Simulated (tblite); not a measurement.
# C7H10O2S: the cost of one run

Programs: tblite 0.8.0 and PySCF 2.14.0, with density-fitted response routines of our own. Each step states its level of theory. These are calculated values for one molecule in the gas phase, unless marked as measured. Atoms count from 0, in the outputs and in this text.

## Step 1: The starting structure

20 atoms, charge 0, multiplicity 1; geometry from: force field or distance geometry start.

Bonds of the start (Å): C0–C1 1.34, C1–C2 1.48, C1–C3 1.51, C3–C4 1.47, C4–C5 1.31, C5–S6 1.78, S6–O7 1.47, S6–O8 1.49, S6–C9 1.79, C9–C3 1.49, C0–H10 1.07, C0–H11 1.08, C2–H12 1.11, C2–H13 1.11, C2–H14 1.10, C3–H15 1.13, C4–H16 1.11, C5–H17 1.09, C9–H18 1.09, C9–H19 1.10.

## Step 2: Geometry optimisation with GFN2-xTB

The job: settings as JSON, then the geometry in Å.

```
{"job": {"kind": "relax", "xc": "GFN2-xTB", "basis": "xTB"}, "charge": 0, "multiplicity": 1}
C      2.237500     1.177400     0.149900
C      1.325400     0.236400    -0.119800
C      1.765400    -1.013900    -0.776200
C     -0.097100     0.503000     0.297100
C     -0.527000    -0.480600     1.303200
C     -1.792600    -0.816800     1.231200
S     -2.525300     0.093700    -0.106100
O     -3.406000    -0.763400    -0.913800
O     -3.165200     1.316800     0.446800
C     -0.964000     0.457700    -0.909800
H      1.899600     2.074300     0.635900
H      3.277100     1.083100    -0.107000
H      2.772500    -0.825500    -1.214800
H      1.929200    -1.844700    -0.056000
H      1.133100    -1.316000    -1.629900
H     -0.101600     1.524700     0.782800
H      0.158800    -0.909400     2.058100
H     -2.300900    -1.526400     1.877300
H     -0.954500     1.429300    -1.402700
H     -0.669700    -0.388900    -1.549300
```

The run is started by

```bash
OMP_NUM_THREADS=1 python probes_run.py task.json out
```

This one command runs all jobs of the session in turn.

**Question.** How long does this first job take on 1 thread of Intel Xeon at 2.50GHz, shared host, and how much memory does it need?

About 5.5 s, with a peak of 0.18 GiB.
